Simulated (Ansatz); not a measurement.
# PN (phosphorus nitride): HSE06/STO-3G

Aim: the electronic atomisation energy of PN (phosphorus nitride) at HSE06/STO-3G, from 3 runs. 

The calculation is run with Ansatz 0.2.0.

46 further runs of the same task are left out: 12 that didn't finish, 34 set aside as unsound or not needed.

## Step 1: The system as given

PN has 2 atoms, charge 0, and is taken as a singlet. As SMILES, `N#P`. Geometry: the measured bond length.

Bond lengths: N1–P2 1.491 Å.

## Step 2: The energy at HSE06/STO-3G

Contents of job.yaml:

```yaml
crystal:
  periodic: [false, false, false]
  atoms:
    - {symbol: N, position_ang: [0.000000, 0.000000, 0.000000]}
    - {symbol: P, position_ang: [0.000000, 0.000000, 1.490866]}
basis:
  gaussian: {orbitals: STO-3G}
hamiltonian: {xc: hse06}
accuracy: high
```

Launch:

```
$ ansatz run job.yaml --threads 1 --pin off --max-ram 2610MiB --events-out events.jsonl --progress --plain --runs-dir runs
```

The program printed:

```text
Warning: RAYON_NUM_THREADS=1 ignored (pool sized by the plan → 1); use --threads N
Functional definition: HSE06
  name "HSE06"
  parameter a = 0.25
  parameter omega = 0.11/bohr
  exchange = pbe_x - a*pbe_x_sr(omega) + a*exact_x_sr(omega)
  correlation = pbe_c
224 factors; integrals over basis functions are off by at most 8.7e-9 eV
42 factors; integrals over basis functions are off by at most 1.3e-9 eV
mean field evaluation 1: about -10639.9696 eV, gradient 4.8e1 eV
mean field evaluation 2: about -10602.2899 eV, gradient 9.7e1 eV
mean field evaluation 4: about -10647.0394 eV, gradient 1.1e1 eV
mean field evaluation 8: about -10647.3744 eV, gradient 1.2e-1 eV
mean field evaluation 16: about -10647.3745 eV, gradient 5.5e-7 eV
mean field -10647.37447868 eV, -391.2837950420 hartree, gradient 1.2e-9 eV, S^2 0.000000; 0 other end points of the search recorded, 0 dependent functions left out
reference -10647.37447972 eV, -391.2837950801 hartree; 11, 11 occupied and 3, 3 virtual orbitals, 224 factors
Total energy: -10647.37447972 eV, -391.2837950801 hartree
```

It took 0.4 s on 1 thread of Intel Xeon 6975P-C (Granite Rapids), shared host.

## Step 3: The N atom at the same level

Contents of molecule.yaml:

```yaml
crystal:
  periodic: [false, false, false]
  atoms:
    - {symbol: N, position_ang: [0.000000, 0.000000, 0.000000]}
basis:
  gaussian:
    orbitals: STO-3G
accuracy: high
magnetization:
  spin_polarized: true
  initial_magnetization: 3
hamiltonian:
  xc: {name: HSE06}
total_charge: 0
```

Run the same way, it converges to -53.83615 Eh (log not shown).

## Step 4: The P atom, same level

Contents of in.yaml:

```yaml
crystal:
  periodic: [false, false, false]
  atoms:
    - {symbol: P, position_ang: [0.000000, 0.000000, 0.000000]}
basis:
  gaussian:
    orbitals: STO-3G
magnetization:
  spin_polarized: true
  initial_magnetization: 3
hamiltonian:
  xc: hse06
accuracy: high
```

Launch:

```
$ ansatz run in.yaml --threads 1 --pin off --max-ram 2610MiB --events-out events.jsonl --progress --plain --runs-dir runs
```

The program printed:

```text
Warning: RAYON_NUM_THREADS=1 ignored (pool sized by the plan → 1); use --threads N
[... 6 set-up lines as earlier in the session ...]
42 factors; integrals over basis functions are off by at most 1.9e-9 eV
14 factors; integrals over basis functions are off by at most 1.6e-9 eV
mean field evaluation 1: about -9176.5855 eV, gradient 1.5e-1 eV
mean field evaluation 2: about -9176.5856 eV, gradient 3.2e-3 eV
mean field evaluation 4: about -9176.5863 eV, gradient 2.9e-6 eV
mean field evaluation 8: about -9176.5863 eV, gradient 4.3e-9 eV
mean field -9176.58626072 eV, -337.2333249678 hartree, gradient 4.3e-9 eV, S^2 3.750000; 0 other end points of the search recorded, 0 dependent functions left out
reference -9176.58626181 eV, -337.2333250078 hartree; 9, 6 occupied and 0, 3 virtual orbitals, 42 factors
Total energy: -9176.58626181 eV, -337.2333250078 hartree
```

It took 0.32 s on 1 thread of Intel Xeon 6975P-C (Granite Rapids), shared host.

## Step 5: Summary of results

At HSE06/STO-3G:

| quantity | value |
| --- | --- |
| molecule: total energy | -391.28380 Eh |
| N atom: total energy | -53.83615 Eh |
| N atom: ⟨S²⟩ | 3.750 |
| P atom: total energy | -337.23333 Eh |
| P atom: ⟨S²⟩ | 3.750 |
| electronic atomisation energy | 5.832 eV |

**Reading.** Taking the molecule apart into free atoms costs 5.83 eV (563 kJ/mol), before zero-point energy and without spin-orbit coupling. In a minimal basis such a difference can be off by several eV, whatever the method.
